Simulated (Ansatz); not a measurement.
# CH₅FSSi: how energies converge with the basis set

The task here is to estimate one member of a computed series from the others.

Computed with Ansatz 0.2.0, Gaussian basis. Level: one geometry, several basis sets.

Plan: PBE0-D4/def2-SVP; ωB97M-V/def2-SVP; PBE0-D4/def2-QZVPP; ωB97M-V/def2-QZVPP; the functionals' def2-TZVPP values are taken from earlier runs.

## The geometry

An earlier PBE0-D4 in a triple-zeta def2 set relaxation fixed the geometry.

SMILES `FC([SiH3])S`, 9 atoms, charge 0, spin multiplicity 1.

Atoms are counted from 1 here; the program's logs count them from 0.

Bond lengths: F1–C2 1.390 Å, C2–Si3 1.900 Å, C2–S4 1.790 Å, C2–H5 1.095 Å, Si3–H6 1.483 Å, Si3–H7 1.485 Å, Si3–H8 1.485 Å, S4–H9 1.345 Å. Angles: F1–C2–Si3 109.9°, F1–C2–S4 112.2°, F1–C2–H5 107.3°, Si3–C2–S4 111.9°, Si3–C2–H5 111.0°, S4–C2–H5 104.4°, C2–Si3–H6 108.4°, C2–Si3–H7 110.0°, C2–Si3–H8 107.8°, H6–Si3–H7 110.1°, H6–Si3–H8 110.3°, H7–Si3–H8 110.1°, C2–S4–H9 97.3°.

Set-up of the first run:

File in.yaml:

```yaml
crystal:
  periodic: [false, false, false]
  atoms:
    - {symbol: F, position_ang: [-0.778791, 0.206153, -1.758984]}
    - {symbol: C, position_ang: [-0.211625, 0.664548, -0.575123]}
    - {symbol: Si, position_ang: [0.805854, -0.721751, 0.232940]}
    - {symbol: S, position_ang: [-1.435856, 1.334081, 0.545792]}
    - {symbol: H, position_ang: [0.423352, 1.520452, -0.827570]}
    - {symbol: H, position_ang: [1.601397, -0.135729, 1.339147]}
    - {symbol: H, position_ang: [1.706536, -1.343319, -0.770871]}
    - {symbol: H, position_ang: [-0.144544, -1.733392, 0.761591]}
    - {symbol: H, position_ang: [-1.877823, 0.162657, 1.036077]}
basis:
  gaussian: {orbitals: def2-SVP}
hamiltonian: {xc: pbe0, dispersion: d4}
output: {orbitals: {seedname: orbitals}}
```

On the command line:

```console
> ansatz run in.yaml --threads 2 --pin off --events-out ev --progress --plain --max-ram 4352MiB
```

Steps of the session up to this table: PBE0-D4 in def2-SVP; ωB97M-V in def2-SVP; PBE0-D4 in def2-QZVPP; ωB97M-V in def2-QZVPP.

One table of the session follows, with a row left open; its other results are not shown here.

It belongs to the step «Functionals by basis». 

| functional | basis | HOMO (eV) | LUMO (eV) |
| --- | --- | --- | --- |
| PBE0-D4 | def2-SVP | -7.44 | 0.25 |
| PBE0-D4 | def2-TZVPP | -7.56 | -0.19 |
| PBE0-D4 | def2-QZVPP | -7.60 | -0.32 |
| ωB97M-V | def2-SVP | ? | ? |
| ωB97M-V | def2-TZVPP | -9.78 | 1.56 |
| ωB97M-V | def2-QZVPP | -9.82 | 1.27 |

Estimate the missing values for ωB97M-V, def2-SVP.

As computed: HOMO (eV): -9.62; LUMO (eV): 2.21. In the column «HOMO (eV)» it lies between ωB97M-V, def2-TZVPP (-9.78) and PBE0-D4, def2-QZVPP (-7.60).
